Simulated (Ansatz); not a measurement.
# C2H4BrFSi: one species, many methods

How much do the methods differ for C2H4BrFSi? The plan is to run it at one geometry with functionals of several rungs and with coupled cluster, and see how far each lands from CCSD(T) at the basis-set limit for the atomisation energy.

The runs use Ansatz 0.2.0, Gaussian basis; functionals in def2-TZVPP, the program's frozen cores in correlated methods.

Plan: PBE-D4, r2SCAN-D4, PBE0-D4, B3LYP-D4, ωB97X-V, ωB97M-V, B2PLYP; CCSD(T)/def2-TZVPP; MP2/def2-QZVPP; extrapolation to the limit.

### Step 1. The geometry

All runs share one geometry, relaxed beforehand with PBE0-D4 in a triple-zeta def2 set.

SMILES `FC1(Br)C[SiH2]1`, 9 atoms, charge 0, spin multiplicity 1.

Atoms are counted from 1 here; the program's logs count them from 0.

Bond lengths: F1–C2 1.356 Å, C2–Br3 1.927 Å, C2–C4 1.518 Å, C2–Si5 1.863 Å, C4–Si5 1.869 Å, C4–H6 1.084 Å, C4–H7 1.088 Å, Si5–H8 1.477 Å, Si5–H9 1.475 Å. Angles: F1–C2–Br3 110.6°, F1–C2–C4 115.1°, F1–C2–Si5 122.7°, Br3–C2–C4 115.4°, Br3–C2–Si5 119.5°, C4–C2–Si5 66.2°, C2–C4–Si5 65.8°, C2–C4–H6 117.6°, C2–C4–H7 112.8°, Si5–C4–H6 122.5°, Si5–C4–H7 116.1°, H6–C4–H7 113.5°, C2–Si5–C4 48.0°, C2–Si5–H8 118.5°, C2–Si5–H9 118.8°, C4–Si5–H8 117.3°, C4–Si5–H9 120.5°, H8–Si5–H9 116.4°.

### Step 2. PBE-D4 (GGA)

Contents of in.yaml:

```yaml
crystal:
  periodic: [false, false, false]
  atoms:
    - {symbol: F, position_ang: [-1.784041, 0.064255, 0.924859]}
    - {symbol: C, position_ang: [-0.442416, 0.124547, 0.736364]}
    - {symbol: Br, position_ang: [0.440312, 0.749680, 2.330883]}
    - {symbol: C, position_ang: [-0.003798, 0.792330, -0.554114]}
    - {symbol: Si, position_ang: [0.463618, -1.012449, -0.427986]}
    - {symbol: H, position_ang: [0.728049, 1.589180, -0.484543]}
    - {symbol: H, position_ang: [-0.837653, 1.025470, -1.212716]}
    - {symbol: H, position_ang: [-0.322526, -1.972992, -1.227768]}
    - {symbol: H, position_ang: [1.846955, -1.406219, -0.102078]}
basis:
  gaussian: {orbitals: def2-TZVPP}
hamiltonian: {xc: pbe, dispersion: d4}
output: {forces: true, orbitals: {seedname: orbitals}}
```

Started as:

```bash
$ ansatz run in.yaml --threads 4 --pin off --events-out ev --progress --plain --max-ram 10444MiB
```

After this run come: r2SCAN-D4 (meta-GGA); PBE0-D4 (hybrid); B3LYP-D4 (hybrid); ωB97X-V (range-separated); ωB97M-V (range-separated); B2PLYP (double hybrid); CCSD(T) in def2-TZVPP; MP2 in def2-QZVPP.

**Question.** What will the summary of the whole plan be? Wanted: atomisation energy, CCSD(T)/CBS; farthest; mean size of error, hybrid; mean size of error, range-separated; gap, smallest and largest; T1 diagnostic; triples share of the correlation energy.

As calculated:

| quantity | value |
| --- | --- |
| atomisation energy, CCSD(T)/CBS | 3082.6 kJ/mol |
| functionals within 30.8 kJ/mol (1.0 %) | r2SCAN-D4, PBE0-D4, B3LYP-D4, ωB97X-V, ωB97M-V |
| farthest | PBE-D4 (+93.0 kJ/mol) |
| mean size of error, hybrid | 19.0 kJ/mol |
| mean size of error, range-separated | 9.6 kJ/mol |
| gap, smallest and largest | 4.35 eV (PBE-D4), 10.78 eV (ωB97X-V) |
| T1 diagnostic | 0.0110 |
| triples share of the correlation energy | 3.8 % |

PBE-D4 misses by +93.0 kJ/mol. Double hybrids carry the basis error of their MP2 part in triple zeta, and no dispersion term here, so their miss is partly the set-up's. Misses under about 30.8 kJ/mol are within the doubt on the reference itself, which lacks core-valence correlation, relativity and higher excitations, and its outer-core shells are covered unevenly. All levels share the lack of spin-orbit coupling, which lowers the free heavy atoms and so the true binding. Hartree-Fock recovers 70 % of the binding; the rest is correlation. Orbital gaps span 4.3 to 10.8 eV; exact exchange widens them. Correlated methods include outer-core shells of Br, which these sets cover unevenly.
